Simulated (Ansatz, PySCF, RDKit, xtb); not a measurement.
**BNH2ClOF: from the formula to a structure**

Given the formula BNH2ClOF and nothing else, which arrangement of the atoms is the most stable in the gas at 298.15 K, and what are its properties?

Plan: many cheap relaxations first (GFN2-xTB), then density-functional screening, relaxation at r2SCAN-D4/def2-SVP, vibrations and a final energy. The numbers are computed, not measured.

4 further runs of the same task are left out: 4 set aside as unsound or not needed.

### Step 1. Drawing up candidates

All bonding patterns within simple valence rules are listed by program: one Lewis structure each, at most two rings and one unusual centre or charged pair. O–O, O–halogen and N–halogen bonds and N–N–N chains are not drawn. That gives 7 candidates.

| label | SMILES | spin |
| --- | --- | --- |
| c577 | ONB(F)Cl | singlet |
| c624 | N=[O+][B@H-](F)Cl | singlet |
| c710 | F[B@-]1(Cl)[NH2+]O1 | singlet |
| c736 | O=[NH+][B@H-](F)Cl | singlet |
| c747 | NOB(F)Cl | singlet |
| c766 | F[B@-]1(Cl)N[OH+]1 | singlet |
| c846 | [O-][NH2+]B(F)Cl | singlet |

Candidates are built by distance geometry, with a force field where one applies, in up to four conformers (letters a to d). 5 starts with atoms placed at random are added, to find patterns that the rules miss.

Q: Predict the outcome of this search (final energies at CCSD(T)/def2-SVP + MP2/def2-TZVPP - MP2/def2-SVP).

| quantity | value |
| --- | --- |
| lowest structure found | NOB(F)Cl, singlet, Cs |
| next finalist | F[B@-]1(Cl)[NH2+]O1, singlet, 5.6 kcal/mol higher in G |
| share at equilibrium, among the finalists | 100.0 % |
| harmonic wavenumbers, lowest and highest (r2SCAN-D4/def2-SVP) | 44 and 3528 cm⁻¹ |
| rotational constants, same geometry | 0.164, 0.1176, 0.06921 cm⁻¹ |
| dipole moment (PBE0/def2-TZVPD) | 2.76 D |
| HOMO energy (PBE0/def2-TZVPD) | -8.30 eV |
| LUMO energy (PBE0/def2-TZVPD) | -0.17 eV |
| HOMO–LUMO gap (PBE0/def2-TZVPD) | 8.13 eV |
| lowest excitation (TD-PBE0/def2-SVPD) | 6.99 eV (f = 0.012) |
| strongest of the states computed, same level | 8.71 eV (f = 0.176) |
| lowest triplet excitation, same level, Tamm-Dancoff | 6.27 eV |
| vertical ionisation energy | 10.79 eV |
| vertical electron affinity | -0.70 eV (unbound: the value depends on the basis) |
| vertical triplet less singlet | +6.15 eV |

`NOB(F)Cl` comes out lowest. Among the finalists first place is clear (5.6 kcal/mol); structures outside the list aren't covered. GFN2-xTB, HF/STO-3G, r2SCAN-D4/def2-SVP, r2SCAN-D4/def2-SVP, relaxed, HF/def2-SVP and MP2/def2-SVP already put its bonding pattern lowest among the structures in one piece. The search is not exhaustive (a finite list of starts, one conformer a finalist), so a lower isomer can't be ruled out. Patterns outside the rules of the enumeration were met only by chance. The lowest isomer need not be the one that is made and kept in a bottle, which depends on barriers.
